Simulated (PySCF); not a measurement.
# How the numerical set-up moves the result for BSe

Aim: see how much the energy and properties of BSe depend on the numerical set-up.

Computed with PySCF 2.14.0. Level: method and basis as typed in the scripts.

3 further runs of the same task are left out: 3 that didn't finish.

**1. Starting geometry**

BSe: 2 atoms, charge 0, spin multiplicity 2.

Bond lengths: B1–Se2 1.930 Å.

**2. The base run**

File input.py:

```python
from pyscf import gto, scf, mcscf

mol = gto.M(
    atom='B 0 0 0; Se 0 0 1.93',
    basis='sbkjc',
    ecp={'B': 'sbkjc', 'Se': 'sbkjc'},
    charge=0,
    spin=1,
    symmetry=True,
    verbose=4,
)
mf = scf.ROHF(mol)
mf.kernel()
mc = mcscf.CASCI(mf, 6, 7)
mc.kernel()
mc.analyze()
mf.dip_moment()
print('orbital energies (hartree):', mf.mo_energy[..., max(0, mol.nelec[1]-3):mol.nelec[0]+3].round(4))
```

On the command line:

```console
$ OMP_NUM_THREADS=1 python input.py
```

The log of this run is left out.

In short: E(SCF) = -11.739807 Eh, 10 cycles, E(CAS) − E(SCF) = -0.03897 Eh, μ = 2.29 D (of the SCF density).

The bond length is a typed value, not an optimised one.

**3. 6-31g* (core potential off)**

Variant 1 changes basis set: sbkjc → 6-31g*; core potential: on → off. The core potential changes with it: totals don't compare.

File input.py:

```python
from pyscf import gto, scf, mcscf

mol = gto.M(
    atom='B 0 0 0; Se 0 0 1.93',
    basis='6-31g*',
    charge=0,
    spin=1,
    symmetry=True,
    verbose=4,
)
mf = scf.ROHF(mol)
mf.kernel()
mc = mcscf.CASCI(mf, 6, 7)
mc.kernel()
mc.analyze()
mf.dip_moment()
print('orbital energies (hartree):', mf.mo_energy[..., max(0, mol.nelec[1]-3):mol.nelec[0]+3].round(4))
```

On the command line:

```console
$ OMP_NUM_THREADS=1 python input.py
```

**4. Sto-3g (core potential off)**

Variant 2 changes basis set: sbkjc → sto-3g; core potential: on → off. The core potential changes with it: totals don't compare.

input.py: that of step 2 with these lines changed.

```diff
@@ -4,4 +4,3 @@
     atom='B 0 0 0; Se 0 0 1.93',
-    basis='sbkjc',
-    ecp={'B': 'sbkjc', 'Se': 'sbkjc'},
+    basis='sto-3g',
     charge=0,
```

**5. Jorge-dzp-dkh (core potential off, X2C on)**

Variant 3 changes basis set: sbkjc → jorge-dzp-dkh; core potential: on → off; spin-free X2C: off → on. The core potential changes with it: totals don't compare.

input.py: that of step 2 with these lines changed.

```diff
@@ -4,4 +4,3 @@
     atom='B 0 0 0; Se 0 0 1.93',
-    basis='sbkjc',
-    ecp={'B': 'sbkjc', 'Se': 'sbkjc'},
+    basis='jorge-dzp-dkh',
     charge=0,
@@ -12,2 +11,3 @@
 mf = scf.ROHF(mol)
+mf = mf.sfx2c1e()
 mf.kernel()
```

Q: Predict the outcome of this session. Wanted: for each run, E(SCF); from base; SCF dipole; after the SCF.

As calculated:

| run | E(SCF) (hartree) | from base (eV) | cycles | SCF dipole (D) | functions | after the SCF |
| --- | --- | --- | --- | --- | --- | --- |
| base | -11.739807 | 0 | 10 | 2.29 | 16 | CASCI correlation -1.060 eV |
| 6-31g* (core potential off) | -2424.141513 | not comparable | 11 | 2.33 | 46 | CASCI correlation -1.111 eV |
| sto-3g (core potential off) | -2397.798455 | not comparable | 11 | 3.11 | 23 | CASCI correlation -1.799 eV |
| jorge-dzp-dkh (core potential off, X2C on) | -2452.577052 | not comparable | 11 | 2.12 | 58 | CASCI correlation -1.034 eV |

In words: Total energies from different bases, Hamiltonians or methods carry different errors, so properties are taken as differences within one set-up.
